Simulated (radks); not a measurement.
# V⁴⁺ in [Ne] 3s2 3p5 3d2: an all-electron calculation

Wanted: eigenvalues, radial structure and energy terms of the vanadium ion V4+.

The numbers are computed with radks (a radial shooting solver on a logarithmic mesh, Libxc functionals) version 1 (scalar-relativistic Kohn-Sham, PBE, spin-polarised, spherical densities, finite nucleus; open shells are filled with parallel spins first), except any that are marked as measured or tabulated.

## (1) The atom as given

```
element            : vanadium (Z = 23)
charge             : +4
electrons          : 19
configuration      : [Ne] 3s2 3p5 3d2
nuclear rms radius : 3.6002 fm
```

Outer shells as boxes (Hund's rule):

V⁴⁺
```
[Ne] core
3s [↑↓]
3p [↑↓][↑↓][↑ ]
3d [↑ ][↑ ][  ][  ][  ]
```

## (2) Self-consistent calculation

Input:

```text
Z 23
configuration [Ne] 3s2 3p5 3d2
relativity scalar-relativistic
functional pbe,pbe
spin polarised
nucleus finite rms 3.6002 fm
c 137.035999084
```

On the command line:

```
$ python run_ks.py task.json out
```

This one command runs every case of the session in turn.

Q: Predict the outcome of this run.

As calculated:

| quantity | value |
| --- | --- |
| total energy | -944.03682 hartree |
| exchange-correlation share of it | 4.62 % |
| −T/E | 1.0094 |
| highest occupied level | 3d up, -57.469 eV |
| most extended occupied level | 3d up, <r> = 1.07 bohr |
| radius at density 0.001 e/bohr³ | 2.60 bohr |
| maxima of the radial density | 3 |

3 principal shells are occupied and 3 maxima appear in the radial density. −T/E is 1.009: with relativity the kinetic term as defined here no longer equals −E. This is not the tabulated ground configuration, so its levels and sizes aren't those of the ground state, and no measured value stands beside it.
